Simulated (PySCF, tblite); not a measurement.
# C₅H₄OP₂: infrared bands and NMR shifts

Wanted: the infrared bands and NMR shifts of C₅H₄OP₂ (`O=Cc1cpccp1`), by calculation.

Programs: tblite 0.8.0 and PySCF 2.14.0, with density-fitted response routines of our own. Each step states its level of theory. These are calculated values for one molecule in the gas phase, unless marked as measured. Atoms are numbered from 0 throughout.

### 1 The starting structure

12 atoms, charge 0, multiplicity 1; geometry from: GFN2-xTB.

Bonds of the start (Å): O0–C1 1.20, C1–C2 1.47, C2–C3 1.38, C3–P4 1.73, P4–C5 1.75, C5–C6 1.37, C6–P7 1.74, P7–C2 1.75, C1–H8 1.11, C3–H9 1.09, C5–H10 1.09, C6–H11 1.09.

### 2 Harmonic vibrations with GFN2-xTB

Job settings and geometry (Å):

```
{"job": {"kind": "ir", "xc": "GFN2-xTB", "basis": "xTB"}, "charge": 0, "multiplicity": 1}
O      3.219973    -0.088620    -0.207427
C      2.300332     0.400594     0.395047
C      0.873421     0.146394     0.141424
C      0.544088    -0.729443    -0.877813
P     -1.012412    -1.244501    -1.431720
C     -2.079265    -0.366702    -0.365003
C     -1.769178     0.504169     0.645936
P     -0.206217     1.024828     1.206724
H      2.469433     1.115321     1.228260
H      1.393229    -1.156746    -1.405845
H     -3.133930    -0.551493    -0.547826
H     -2.598276     0.945512     1.192217
```

**Question.** This job is followed by: GIAO PBE0/pcSseg-1 NMR shielding, non-relativistic, gas phase. Predict these results of the whole session: strongest single infrared mode (GFN2-xTB); zero-point energy (GFN2-xTB); 13C shifts against TMS (PBE0/pcSseg-1); 1H shifts against TMS (PBE0/pcSseg-1); 17O shifts against H2O (PBE0/pcSseg-1); 31P shifts against H3PO4 (PBE0/pcSseg-1).

As calculated:

| quantity | value |
| --- | --- |
| strongest single infrared mode (GFN2-xTB) | 1741 cm⁻¹, 454 km/mol |
| zero-point energy (GFN2-xTB) | 46.5 kcal/mol |
| 13C shifts against TMS (PBE0/pcSseg-1) | 196.2, 173.0, 170.7, 170.0, 167.4 ppm |
| 1H shifts against TMS (PBE0/pcSseg-1) | 10.91, 10.38, 10.10, 9.93 ppm |
| 17O shifts against H2O (PBE0/pcSseg-1) | 668.1 ppm |
| 31P shifts against H3PO4 (PBE0/pcSseg-1) | 290.9, 256.9 ppm |

**Reading.** No mode is imaginary among the 30: a minimum at this level. The strongest single mode, at 1741 cm⁻¹, moves mainly C1 and O0. Unscaled tight-binding wavenumbers are off by several per cent, some by more. Its intensities can rank the bands wrongly. The most deshielded carbon is C1 (aldehyde carbonyl carbon), at 196.2 ppm: low-lying n→π* states of the double bond to the heteroatom give a large paramagnetic term (-253 ppm). At PBE0/pcSseg-1: The largest span, 1373 ppm, is at O0, where the paramagnetic term is -731 ppm. NICS(1)zz of -24 ppm above the planar ring from C2 marks a diatropic (aromatic) ring current.
